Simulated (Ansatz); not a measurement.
# CH5BOSi: the cost of one run

Method: the settings change from run to run; program: Ansatz 0.2.0, Gaussian basis.

### Step 1. The geometry

The geometry comes from an earlier relaxation with PBE0-D4 in a triple-zeta def2 set; it is a stationary point, not always the lowest conformer.

SMILES `O=CB[SiH3]`, 9 atoms, charge 0, spin multiplicity 1.

Atoms are counted from 1 here; the program's logs count them from 0.

Bond lengths: O1–C2 1.223 Å, C2–B3 1.533 Å, C2–H5 1.103 Å, B3–Si4 2.010 Å, B3–H6 1.195 Å, Si4–H7 1.493 Å, Si4–H8 1.488 Å, Si4–H9 1.487 Å. Angles: O1–C2–B3 97.6°, O1–C2–H5 122.0°, B3–C2–H5 140.3°, C2–B3–Si4 121.3°, C2–B3–H6 116.4°, Si4–B3–H6 121.8°, B3–Si4–H7 107.1°, B3–Si4–H8 112.8°, B3–Si4–H9 111.7°, H7–Si4–H8 108.2°, H7–Si4–H9 107.9°, H8–Si4–H9 109.0°.

As a file:

```xyz
9

O     1.05996    1.66063   -0.88741
C     0.38286    0.82410   -1.46768
B    -0.54987    0.47383   -0.30207
Si   -0.03394   -0.89699    1.07389
H     0.55873    0.55887   -2.52388
H    -1.52890    1.14927   -0.18292
H    -1.00906   -2.02122    0.95966
H     1.33303   -1.44257    0.85831
H    -0.12441   -0.35222    2.45501
```

### Step 2. wB97X-V/aug-cc-pVTZ

File in.yaml:

```yaml
crystal:
  periodic: [false, false, false]
  atoms:
    - {symbol: O, position_ang: [1.059957, 1.660630, -0.887410]}
    - {symbol: C, position_ang: [0.382859, 0.824095, -1.467684]}
    - {symbol: B, position_ang: [-0.549870, 0.473832, -0.302071]}
    - {symbol: Si, position_ang: [-0.033940, -0.896989, 1.073890]}
    - {symbol: H, position_ang: [0.558734, 0.558867, -2.523881]}
    - {symbol: H, position_ang: [-1.528903, 1.149270, -0.182923]}
    - {symbol: H, position_ang: [-1.009056, -2.021219, 0.959655]}
    - {symbol: H, position_ang: [1.333026, -1.442572, 0.858313]}
    - {symbol: H, position_ang: [-0.124408, -0.352215, 2.455012]}
basis:
  gaussian: {orbitals: aug-cc-pVTZ}
hamiltonian: {xc: {name: wB97X-V}}
```

On the command line:

```
> ansatz run in.yaml --threads 2 --pin off --events-out ev --progress --plain --max-ram 4352MiB
```

What time and memory should one allow on 2 threads of Arm Neoverse V1, shared host?

About 18 s, with a peak of 0.93 GiB.
